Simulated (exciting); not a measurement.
# NbSi (Fm-3m) in exciting: reference runs

How does NbSi come out in PBEsol? The cell is run as given.

All numbers are computed with exciting (release sodium); they aren't measurements. Logs are shortened: lines on timing, memory, paths and dates and some standing lists are left out, and cuts for length are marked.

**1. Starting point**

Symmetry: Fm-3m, No. 225, cubic system. The conventional cell has a = 5.148 Å, b = 5.148 Å, c = 5.148 Å, α = 90.00°, β = 90.00°, γ = 90.00°. Nb (site symmetry m-3m) has 6 Si at 2.57 Å as nearest neighbours. Around Si (site symmetry m-3m) lie 6 Nb at 2.57 Å.

The cell was built by a generator and needn't be a form met in nature.

**2. Single point, PBEsol**

File input.xml:

```xml
<input>
  <title>NbSi</title>
  <structure speciespath="./" tshift="false">
    <crystal scale="1">
      <basevect>0.000000000000 4.863833791346 4.863833791346</basevect>
      <basevect>4.863833791346 0.000000000000 4.863833791346</basevect>
      <basevect>4.863833791346 4.863833791346 0.000000000000</basevect>
    </crystal>
    <species speciesfile="Nb.xml" rmt="2.3">
      <atom coord="0.000000000000 0.000000000000 0.000000000000"/>
    </species>
    <species speciesfile="Si.xml" rmt="2">
      <atom coord="0.500000000000 0.500000000000 0.500000000000"/>
    </species>
  </structure>
  <groundstate do="fromscratch" ngridk="9 9 9" rgkmax="7.8" gmaxvr="14" lmaxapw="10" lmaxmat="10" lmaxvr="8" xctype="GGA_PBE_SOL" stype="Fermi Dirac" swidth="0.00183747" nempty="14" ValenceRelativity="iora*" epsengy="1e-05" epspot="1e-05" maxscl="60" tforce="true" outputlevel="normal"/>
</input>
```

Potentials or basis: all-electron LAPW+lo, shipped species files, valence relativity iora*.

Run with:

```
OMP_NUM_THREADS=1 exciting_smp
```

INFO.OUT:

```text
================================================================================
EXCITING SODIUM started
[... 10 lines left out ...]

 Lattice vectors (cartesian) :
      0.0000000000      4.8638337913      4.8638337913
      4.8638337913      0.0000000000      4.8638337913
      4.8638337913      4.8638337913      0.0000000000

 Reciprocal lattice vectors (cartesian) :
     -0.6459087190      0.6459087190      0.6459087190
      0.6459087190     -0.6459087190      0.6459087190
      0.6459087190      0.6459087190     -0.6459087190

 Unit cell volume                           :     230.1262564136
 Brillouin zone volume                      :       1.0778874923

 Species :    1 (Nb)
     parameters loaded from                 :    Nb.xml
     name                                   :    niobium
     nuclear charge                         :     -41.00000000
     electronic charge                      :      41.00000000
     atomic mass                            :  169357.97030000
     muffin-tin radius                      :       2.30000000
     # of radial points in muffin-tin       :     400

     atomic positions (lattice) :
       1 :   0.00000000  0.00000000  0.00000000

 Species :    2 (Si)
     parameters loaded from                 :    Si.xml
     name                                   :    silicon
     nuclear charge                         :     -14.00000000
     electronic charge                      :      14.00000000
     atomic mass                            :   51196.73454000
     muffin-tin radius                      :       2.00000000
     # of radial points in muffin-tin       :     300

     atomic positions (lattice) :
       1 :   0.50000000  0.50000000  0.50000000

 Total number of atoms per unit cell        :       2

 Spin treatment                             :    spin-unpolarised

 Number of Bravais lattice symmetries       :      48
 Number of crystal symmetries               :      48

 k-point grid                               :       9    9    9
 Total number of k-points                   :      35
 k-point set is reduced with crystal symmetries

 R^MT_min * |G+k|_max (rgkmax)              :       7.80000000
 Species with R^MT_min                      :       2 (Si)
 Maximum |G+k| for APW functions            :       3.90000000
 Maximum |G| for potential and density      :      14.00000000

 G-vector grid sizes                        :      32    32    32
 Total number of G-vectors                  :   10777

 Maximum angular momentum used for
     APW functions                          :      10
     computing H and O matrix elements      :      10
     potential and density                  :       8
     inner part of muffin-tin               :       2

 Total nuclear charge                       :     -55.00000000
 Total electronic charge                    :      55.00000000
 Total core charge                          :      38.00000000
 Total valence charge                       :      17.00000000

 Number of empty states                     :      14
 Total number of valence states             :      23

 Maximum Hamiltonian size                   :     276
 Maximum number of plane-waves              :     259
 Total number of local-orbitals             :      17

 Exchange-correlation type                  :      22
     PBEsol, Phys. Rev. Lett. 100, 136406 (2008)
     Generalised gradient approximation (GGA)

 Smearing scheme                            :    Fermi-Dirac
 Smearing width                             :       0.00183747

 Using multisecant Broyden potential mixing
[... 6 lines left out ...]
* Groundstate module started                                                   *
********************************************************************************
 Output level for this task is set to normal

++++++++++++++++++++++++++++++++++++++++++++++++++++++++++++++++++++++++++++++++
[... 5 lines left out ...]
+ SCF iteration number :    1                                                  +
++++++++++++++++++++++++++++++++++++++++++++++++++++++++++++++++++++++++++++++++
 Total energy                               :     -4096.01662001
 _______________________________________________________________
 Fermi energy                               :         0.40674670
 Kinetic energy                             :      4250.14369074
 Coulomb energy                             :     -8209.08855557
 Exchange energy                            :      -134.02555572
 Correlation energy                         :        -3.04619946

 DOS at Fermi energy (states/Ha/cell)       :        35.37310951

 Electron charges :
     core                                   :        38.00000000
     core leakage                           :         0.00383807
     valence                                :        17.00000000
     interstitial                           :         5.03083782
     charge in muffin-tin spheres :
                  atom     1    Nb          :        37.82100511
                  atom     2    Si          :        12.14815707
     total charge in muffin-tins            :        49.96916218
     total charge                           :        55.00000000

++++++++++++++++++++++++++++++++++++++++++++++++++++++++++++++++++++++++++++++++
+ SCF iteration number :    2                                                  +
++++++++++++++++++++++++++++++++++++++++++++++++++++++++++++++++++++++++++++++++
 Total energy                               :     -4105.04438825
 _______________________________________________________________
 Fermi energy                               :         0.38894434
 Kinetic energy                             :      4244.07248669
 Coulomb energy                             :     -8211.85732622
 Exchange energy                            :      -134.20941493
 Correlation energy                         :        -3.05013380

 DOS at Fermi energy (states/Ha/cell)       :        24.09299304

 Electron charges :
     core                                   :        38.00000000
     core leakage                           :         0.00391993
     valence                                :        17.00000000
     interstitial                           :         4.84842347
     charge in muffin-tin spheres :
                  atom     1    Nb          :        38.24138337
                  atom     2    Si          :        11.91019316
     total charge in muffin-tins            :        50.15157653
     total charge                           :        55.00000000
[... 296 lines left out ...]
++++++++++++++++++++++++++++++++++++++++++++++++++++++++++++++++++++++++++++++++
+ SCF iteration number :   13                                                  +
++++++++++++++++++++++++++++++++++++++++++++++++++++++++++++++++++++++++++++++++
 Total energy                               :     -4107.91457469
 _______________________________________________________________
 Fermi energy                               :         0.38138692
 Kinetic energy                             :      4241.76898740
 Coulomb energy                             :     -8212.35432594
 Exchange energy                            :      -134.27805174
 Correlation energy                         :        -3.05118441

 DOS at Fermi energy (states/Ha/cell)       :        36.55326312

 Electron charges :
     core                                   :        38.00000000
     core leakage                           :         0.00383167
     valence                                :        17.00000000
     interstitial                           :         4.75142867
     charge in muffin-tin spheres :
                  atom     1    Nb          :        38.40380994
                  atom     2    Si          :        11.84476139
     total charge in muffin-tins            :        50.24857133
     total charge                           :        55.00000000

 RMS change in effective potential (target) :  0.189118E-08  ( 0.100000E-04)
 Absolute change in total energy   (target) :  0.201519E-06  ( 0.100000E-04)
 Charge distance                   (target) :  0.595612E-09  ( 0.100000E-04)
 Abs. change in max-nonIBS-force   (target) :   0.00000      ( 0.500000E-04)

++++++++++++++++++++++++++++++++++++++++++++++++++++++++++++++++++++++++++++++++
| Convergency criteria checked for the last 2 iterations                       +
| Convergence targets achieved. Performing final SCF iteration                 +
++++++++++++++++++++++++++++++++++++++++++++++++++++++++++++++++++++++++++++++++
 Total energy                               :     -4107.91457441
 _______________________________________________________________
 Fermi energy                               :         0.38138693
 Kinetic energy                             :      4241.76898750
 Coulomb energy                             :     -8212.35432577
 Exchange energy                            :      -134.27805173
 Correlation energy                         :        -3.05118441

 DOS at Fermi energy (states/Ha/cell)       :        36.55326290

 Electron charges :
     core                                   :        38.00000000
     core leakage                           :         0.00383167
     valence                                :        17.00000000
     interstitial                           :         4.75142867
     charge in muffin-tin spheres :
                  atom     1    Nb          :        38.40380993
                  atom     2    Si          :        11.84476139
     total charge in muffin-tins            :        50.24857133
     total charge                           :        55.00000000

++++++++++++++++++++++++++++++++++++++++++++++++++++++++++++++++++++++++++++++++
+ Self-consistent loop stopped                                                 +
++++++++++++++++++++++++++++++++++++++++++++++++++++++++++++++++++++++++++++++++
 STATE.OUT is written

--------------------------------------------------------------------------------
- Writing atomic positions and forces                                          -
--------------------------------------------------------------------------------

 Atomic positions (lattice) :
 atom     1  Nb  :     0.00000000    0.00000000    0.00000000
 atom     2  Si  :     0.50000000    0.50000000    0.50000000

 Total atomic forces including IBS (cartesian) :
 atom     1  Nb  :    -0.00000000   -0.00000000    0.00000000
 atom     2  Si  :     0.00000000    0.00000000   -0.00000000

 Atomic force components including IBS (cartesian) :
 atom     1  Nb  :    -0.00000000   -0.00000000   -0.00000000   HF force
                 :    -0.00000000    0.00000000   -0.00000000   core correction
                 :    -0.00000000   -0.00000000   -0.00000000   IBS correction
 atom     2  Si  :     0.00000000    0.00000000    0.00000000   HF force
                 :     0.00000000   -0.00000000    0.00000000   core correction
                 :     0.00000000    0.00000000    0.00000000   IBS correction

********************************************************************************
* Groundstate module stopped                                                   *
********************************************************************************

--------------------------------------------------------------------------------
- CAUTION! Warnings have been written in file WARNING.OUT !                    -
--------------------------------------------------------------------------------
================================================================================
| EXCITING SODIUM stopped                                                      =
================================================================================
```

Wall time 50 s (1 thread of Arm Neoverse V2, shared host); peak memory 0.13 GiB.

Results:

```yaml
Free_energy: -111782.0606 eV
Band_gap_on_the_k_mesh: none (metal or under the smearing width)
All_electrons_inside_the_program's_atomic_spheres: Nb 38.40; Si 11.84 (radii Nb 2.3, Si 2.0 bohr)
```

Caveat: the log's total energy holds no entropy term; the free energy is that total less TS from the occupations.
